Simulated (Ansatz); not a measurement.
# Ga4SbN3: the cell at several levels of theory

Aim: relax an ordered 8-atom cell of Ga4SbN3 on the zincblende lattice (P-4m2) with PBE and r2SCAN and see how far the functionals disagree on the cell. This is a trial cell built on a prototype, not taken from a measured structure, and it needn't be the compound's ground state.

Program: Ansatz 0.2.0. PAW datasets, plane waves, zero pressure. The structure was generated, not taken from experiment, and needn't be the ground state; spin polarisation is off.

### 1 The system as given

This is the cell as the run starts from it, not yet at rest; its lengths are not the crystal's.

Space group P-4m2 (No. 115), tetragonal; a = 3.285 Å, c = 9.291 Å in the conventional setting, 12.53 Å³ an atom. N has 4 Ga at 2.01 Å; Ga has 4 N at 2.01 Å; Ga has 2 N at 2.01 Å and 2 Sb at 2.01 Å; Sb has 4 Ga at 2.01 Å.

The structure in full:

Space group P-4m2 (No. 115). a = 3.285 Å, b = 3.285 Å, c = 9.291 Å, α = 90.00°, β = 90.00°, γ = 90.00°
```json
{"atom": "N", "site": "2e", "symmetry": "2mm.", "x": "0.0000", "y": "0.0000", "z": "0.2500"}
{"atom": "Ga", "site": "2g", "symmetry": "2mm.", "x": "0.0000", "y": "0.5000", "z": "0.1250"}
{"atom": "N", "site": "1b", "symmetry": "-4m2", "x": "0.5000", "y": "0.5000", "z": "0.0000"}
{"atom": "Ga", "site": "2g", "symmetry": "2mm.", "x": "0.0000", "y": "0.5000", "z": "0.6250"}
{"atom": "Sb", "site": "1c", "symmetry": "-4m2", "x": "0.5000", "y": "0.5000", "z": "0.5000"}
```

### 2 Relaxing with PBE

The input, input.yaml:

```yaml
crystal:
  lattice:
    - [3.2848882196, 0.0, 0.0]
    - [0.0, 3.2848882196, 0.0]
    - [0.0, 0.0, 9.291066942]
  atoms:
    - { symbol: "N", position: [0.0, 0.0, 0.25] }
    - { symbol: Ga, position: [0.0, 0.5, 0.125] }
    - { symbol: "N", position: [0.5, 0.5, 0.0] }
    - { symbol: Ga, position: [0.5, 0.0, 0.875] }
    - { symbol: "N", position: [0.0, 0.0, 0.75] }
    - { symbol: Ga, position: [0.0, 0.5, 0.625] }
    - { symbol: Sb, position: [0.5, 0.5, 0.5] }
    - { symbol: Ga, position: [0.5, 0.0, 0.375] }
kpoints:
  mp_grid: { grid: [8, 8, 4] }
hamiltonian:
  xc: pbe
scf:
  occupations: { method: fermi_dirac, width: 0.02 }
relax:
  f_tol: 0.005
  cell: {}
```

The run is started by

```
$ ansatz run input.yaml --threads 4 --pin off --max-ram 6451MiB --backend cpu --events-out ev --progress --plain --runs-dir out
```

Further steps of the session: r2SCAN: cell and atoms.

Q: Predict the outcome of this session. Wanted: for each run, a; c; volume; space group; SCF geometries.

The runs gave:

```
 level  a (Å)   c (Å)  volume (Å³/atom)  space group  SCF geometries
   PBE  3.189  12.336            15.687        P-4m2              23
r2SCAN  3.139  12.327            15.186        P-4m2               6
```

What this shows: The first relaxation changed the volume by +25.2 % from the start. The volume runs from r2SCAN (least) to PBE (most), a spread of 3.3 %, or 1.1 % in length if all axes shared it alike. The meshes differ: PBE 8×8×4, r2SCAN 8×8×2.
